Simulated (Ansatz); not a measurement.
# C3Si2: the cost of one run

Method: DFT PBE0, Gaussian basis aug-cc-pV(T+d)Z, and further levels as typed in the inputs, in Ansatz 0.2.0.

1 further run of the same task is left out (it didn't finish).

**1. The starting structure**

Bond lengths: Si1–C2 1.690 Å, C2–C3 1.290 Å, C3–C4 1.290 Å, C4–Si5 1.690 Å. Angles: Si1–C2–C3 180.0°, C2–C3–C4 180.0°, C3–C4–Si5 180.0°.

Coordinates:

```xyz
5

Si    0.0000    0.0000   -2.9800
C     0.0000    0.0000   -1.2900
C     0.0000    0.0000    0.0000
C     0.0000    0.0000    1.2900
Si    0.0000    0.0000    2.9800
```

**2. Relaxing the atoms: C3Si2**

The input, input.yaml:

```yaml
relax:
  f_tol: 0.001
  max_steps: 200
crystal:
  periodic: [false, false, false]
  atoms:
    - { symbol: Si, position_ang: [0.0, 0.0, -2.98] }
    - { symbol: C, position_ang: [0.0, 0.0, -1.29] }
    - { symbol: C, position_ang: [0.0, 0.0, 0.0] }
    - { symbol: C, position_ang: [0.0, 0.0, 1.29] }
    - { symbol: Si, position_ang: [0.0, 0.0, 2.98] }
basis:
  gaussian: { orbitals: "aug-cc-pV(T+d)Z.json" }
hamiltonian:
  xc: pbe0
```

Launch:

```bash
ansatz run input.yaml --threads 4 --pin off --max-ram 6144MiB --backend cpu --events-out ev --progress --plain --runs-dir out
```

Q: Estimate wall time and peak memory on 4 threads of Arm Neoverse N1, shared host.

About 39 s, with a peak of 0.8 GiB.
